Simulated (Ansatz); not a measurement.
# AsF₃H₃In: how energies converge with the basis set

An exercise on one series of results from a longer session: the logs are not shown, and one member is left open.

The runs use Ansatz 0.2.0, Gaussian basis; one geometry, several basis sets.

Levels to be run: PBE0-D4/def2-SVP; ωB97M-V/def2-SVP; PBE0-D4/def2-QZVPP; ωB97M-V/def2-QZVPP; the functionals' def2-TZVPP values are taken from earlier runs.

### The relaxed structure

An earlier PBE0-D4 in a triple-zeta def2 set relaxation fixed the geometry. In takes the def2 core potential; no spin-orbit term is included.

SMILES `[F][In-]([F])([F])[AsH3+]`, 8 atoms, charge 0, spin multiplicity 1.

Atoms are counted from 1 here; the program's logs count them from 0.

Bond lengths: F1–In2 1.944 Å, In2–F3 1.944 Å, In2–F4 1.944 Å, In2–As5 2.763 Å, As5–H6 1.502 Å, As5–H7 1.502 Å, As5–H8 1.502 Å. Angles: F1–In2–F3 117.9°, F1–In2–F4 117.9°, F1–In2–As5 98.8°, F3–In2–F4 117.8°, F3–In2–As5 98.0°, F4–In2–As5 98.6°, In2–As5–H6 118.5°, In2–As5–H7 118.3°, In2–As5–H8 117.9°, H6–As5–H7 99.4°, H6–As5–H8 99.4°, H7–As5–H8 99.4°.

As a file:

```
atom    x (Å)    y (Å)    z (Å)
  F1  -0.0525  -1.8643   1.8957
 In2   0.8354  -1.2802   0.2683
  F3   2.5807  -0.4399   0.4355
  F4   0.4439  -2.2401  -1.3761
 As5  -0.6457   1.0002  -0.2241
  H6  -1.7406   1.3650   0.7378
  H7  -1.4111   1.0885  -1.5139
  H8   0.0820   2.3135  -0.2789
```

The first run:

File in.yaml:

```yaml
crystal:
  periodic: [false, false, false]
  atoms:
    - {symbol: F, position_ang: [-0.052529, -1.864281, 1.895724]}
    - {symbol: In, position_ang: [0.835427, -1.280213, 0.268310]}
    - {symbol: F, position_ang: [2.580665, -0.439862, 0.435524]}
    - {symbol: F, position_ang: [0.443913, -2.240088, -1.376080]}
    - {symbol: As, position_ang: [-0.645656, 1.000200, -0.224143]}
    - {symbol: H, position_ang: [-1.740576, 1.364995, 0.737793]}
    - {symbol: H, position_ang: [-1.411117, 1.088479, -1.513904]}
    - {symbol: H, position_ang: [0.081972, 2.313470, -0.278924]}
basis:
  gaussian: {orbitals: def2-SVP}
hamiltonian: {xc: pbe0, dispersion: d4}
output: {orbitals: {seedname: orbitals}}
```

Among the steps run: PBE0-D4 in def2-SVP; ωB97M-V in def2-SVP; PBE0-D4 in def2-QZVPP; ωB97M-V in def2-QZVPP.

One table of the session follows, with a row left open; its other results are not shown here.

It belongs to the step «Functionals by basis». 

| functional | basis | HOMO (eV) | LUMO (eV) |
| --- | --- | --- | --- |
| PBE0-D4 | def2-SVP | -9.39 | -1.69 |
| PBE0-D4 | def2-TZVPP | ? | ? |
| PBE0-D4 | def2-QZVPP | -9.65 | -2.06 |
| ωB97M-V | def2-SVP | -11.58 | 0.34 |
| ωB97M-V | def2-TZVPP | -11.82 | -0.05 |
| ωB97M-V | def2-QZVPP | -11.85 | -0.30 |

Q: Estimate the row for PBE0-D4, def2-TZVPP from the others.

As computed: HOMO (eV): -9.62; LUMO (eV): -1.97. In the column «HOMO (eV)» it lies between PBE0-D4, def2-QZVPP (-9.65) and PBE0-D4, def2-SVP (-9.39).
